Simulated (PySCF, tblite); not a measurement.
**C₄H₁₂AlF₂N: geometry, infrared bands and NMR shifts**

Aim: predict the infrared bands and NMR shifts of C₄H₁₂AlF₂N (`C[N+](C)(C)[AlH2-][CH](F)F`).

Programs: tblite 0.8.0 and PySCF 2.14.0, with density-fitted response routines of our own. Each step states its level of theory. These are calculated values for one molecule in the gas phase, unless marked as measured. Atoms are numbered from 0 throughout.

### Step 1. The molecule as given

20 atoms, charge 0, multiplicity 1; geometry from: force field or distance geometry start.

Bonds of the start (Å): C0–N1 1.48, N1–C2 1.47, N1–C3 1.47, N1–Al4 1.95, Al4–C5 1.98, C5–F6 1.38, C5–F7 1.39, C0–H8 1.12, C0–H9 1.11, C0–H10 1.12, C2–H11 1.11, C2–H12 1.13, C2–H13 1.11, C3–H14 1.11, C3–H15 1.11, C3–H16 1.10, Al4–H17 1.60, Al4–H18 1.60, C5–H19 1.12.

### Step 2. Optimising the geometry with GFN2-xTB

The job: settings as JSON, then the geometry in Å.

```
{"job": {"kind": "relax", "xc": "GFN2-xTB", "basis": "xTB"}, "charge": 0, "multiplicity": 1}
C     -1.037900     0.058300     1.077600
N     -0.571100     0.281000    -0.311100
C     -0.036000     1.648200    -0.431600
C     -1.684700     0.088300    -1.255200
Al     0.846700    -1.003300    -0.706000
C      2.251100    -0.977200     0.695200
F      1.865900    -1.778000     1.746800
F      3.446800    -1.448200     0.174900
H     -1.427000    -0.978100     1.211100
H     -0.233800     0.220600     1.821100
H     -1.873900     0.764500     1.326700
H      0.322200     1.836900    -1.465700
H     -0.843500     2.403000    -0.206000
H      0.799500     1.831500     0.268700
H     -2.103900    -0.939700    -1.163500
H     -2.512600     0.799800    -1.030200
H     -1.349700     0.239600    -2.294200
H      0.222200    -2.473900    -0.801900
H      1.503600    -0.624600    -2.114000
H      2.410900     0.062000     1.067600
```

Run with:

```console
> OMP_NUM_THREADS=1 python probes_run.py task.json out
```

One launch serves the whole session: the jobs run in the order shown.

**Question.** This job is followed by: GFN2-xTB harmonic vibrations, gas phase; GIAO PBE0/pcSseg-1 NMR shielding, non-relativistic, gas phase. Predict these results of the whole session: strongest single infrared mode (GFN2-xTB); zero-point energy (GFN2-xTB); 13C shifts against TMS (PBE0/pcSseg-1, means over atoms taken as alike); 1H shifts against TMS (PBE0/pcSseg-1, means over atoms taken as alike); 15N shifts against NH3 (PBE0/pcSseg-1); 27Al shifts against AlH4- (PBE0/pcSseg-1); 19F shifts against CFCl3 (PBE0/pcSseg-1, means over atoms taken as alike).

As calculated:

```
                                                                 quantity                 value
                                strongest single infrared mode (GFN2-xTB)  769 cm⁻¹, 560 km/mol
                                             zero-point energy (GFN2-xTB)         95.7 kcal/mol
  13C shifts against TMS (PBE0/pcSseg-1, means over atoms taken as alike)       158.9, 46.3 ppm
   1H shifts against TMS (PBE0/pcSseg-1, means over atoms taken as alike)  7.08, 3.57, 2.45 ppm
                                   15N shifts against NH3 (PBE0/pcSseg-1)              42.5 ppm
                                27Al shifts against AlH4- (PBE0/pcSseg-1)              20.9 ppm
19F shifts against CFCl3 (PBE0/pcSseg-1, means over atoms taken as alike)            -148.7 ppm
```

Over 119 steps the energy fell by 0.856 eV; of the close pairs, Al4–F7 changed most, 2.781 to 1.943 Å. All 54 modes are real, so the xTB geometry is a minimum. The strongest single mode, at 769 cm⁻¹, is carried by H17, H18, C5, F7. Unscaled tight-binding wavenumbers are off by several per cent, some by more. Its intensities can rank the bands wrongly. H19 (hydrogen on an sp3 CH bonded to Al and 2 F) lies farthest downfield among hydrogen, at 7.08 ppm; its carbon carries F, hence the downfield position. At PBE0/pcSseg-1: The widest tensor belongs to F6, F7: span 380 ppm, with a paramagnetic part of -156 ppm.
